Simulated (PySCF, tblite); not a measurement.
# C4H4FNO2: geometry, infrared bands and NMR shifts

Aim: predict the infrared bands and NMR shifts of C4H4FNO2 (`O=CC(=O)N/C=C\F`).

The runs use tblite 0.8.0 and PySCF 2.14.0, with density-fitted response routines of our own; the level of theory stands in each step. All values are computed, except where a source is named. Atoms are numbered from 0 throughout.

### Step 1. Starting geometry

12 atoms, charge 0, multiplicity 1; geometry from: force field or distance geometry start.

Bonds of the start (Å): O0–C1 1.21, C1–C2 1.51, C2–O3 1.20, C2–N4 1.39, N4–C5 1.37, C5–C6 1.33, C6–F7 1.34, C1–H8 1.12, N4–H9 1.02, C5–H10 1.09, C6–H11 1.09.

### Step 2. Geometry optimisation with GFN2-xTB

Job settings and geometry (Å):

```
{"job": {"kind": "relax", "xc": "GFN2-xTB", "basis": "xTB"}, "charge": 0, "multiplicity": 1}
O      2.235100     1.472600    -0.556900
C      2.381700     0.417600     0.017600
C      1.208500    -0.452600     0.415100
O      1.394600    -1.497400     0.985500
N     -0.014400     0.088100     0.047000
C     -1.228800    -0.505200     0.275500
C     -2.369600     0.059700    -0.105400
F     -2.401200     1.245000    -0.737800
H      3.369200    -0.005200     0.318100
H      0.005200     0.987300    -0.438800
H     -1.213100    -1.463300     0.793100
H     -3.365900    -0.347300     0.049100
```

Command:

```sh
> OMP_NUM_THREADS=1 python probes_run.py task.json out
```

This one command runs all jobs of the session in turn.

**Question.** This job is followed by: GFN2-xTB harmonic vibrations, gas phase; GIAO PBE0/pcSseg-1 NMR shielding, non-relativistic, gas phase. Predict these results of the whole session: strongest single infrared mode (GFN2-xTB); zero-point energy (GFN2-xTB); 13C shifts against TMS (PBE0/pcSseg-1); 1H shifts against TMS (PBE0/pcSseg-1); 17O shifts against H2O (PBE0/pcSseg-1); 15N shifts against NH3 (PBE0/pcSseg-1); 19F shifts against CFCl3 (PBE0/pcSseg-1); surface potential, 1st and 99th percentile.

**Answer**, as computed:

| quantity | value |
| --- | --- |
| strongest single infrared mode (GFN2-xTB) | 1738 cm⁻¹, 469 km/mol |
| zero-point energy (GFN2-xTB) | 48.6 kcal/mol |
| 13C shifts against TMS (PBE0/pcSseg-1) | 197.3, 157.4, 147.5, 112.8 ppm |
| 1H shifts against TMS (PBE0/pcSseg-1) | 9.42, 8.33, 6.76, 6.68 ppm |
| 17O shifts against H2O (PBE0/pcSseg-1) | 691.9, 408.4 ppm |
| 15N shifts against NH3 (PBE0/pcSseg-1) | 139.3 ppm |
| 19F shifts against CFCl3 (PBE0/pcSseg-1) | -153.7 ppm |
| surface potential, 1st and 99th percentile | -1.43 V and 1.55 V |

What this shows: The optimisation took 34 steps and gained 0.056 eV; among the close pairs (by a distance rule), C2–N4 changed most, from 1.387 to 1.357 Å. All 30 modes are real, so the xTB geometry is a minimum. The strongest single mode, at 1738 cm⁻¹, moves mainly C2 and O3. GFN2-xTB is a fitted tight-binding method: band positions and strengths are rough. Its intensities can rank the bands wrongly. The most deshielded carbon is C1 (aldehyde carbonyl carbon), at 197.3 ppm: the double bond to the heteroatom, with no lone-pair donor beside it, deshields it most. The most deshielded hydrogen is H8 (hydrogen on an aldehyde carbonyl carbon), at 9.42 ppm: the formyl region, downfield of aromatic protons. At PBE0/pcSseg-1: Shielding is most anisotropic at O0 (span 1350 ppm, paramagnetic term -759 ppm). At PBE0/pcSseg-1, counted by nearest atom on the grid, the HOMO lies on C6 29 %; N4 20 %, the LUMO on C1 30 %; O0 25 %.
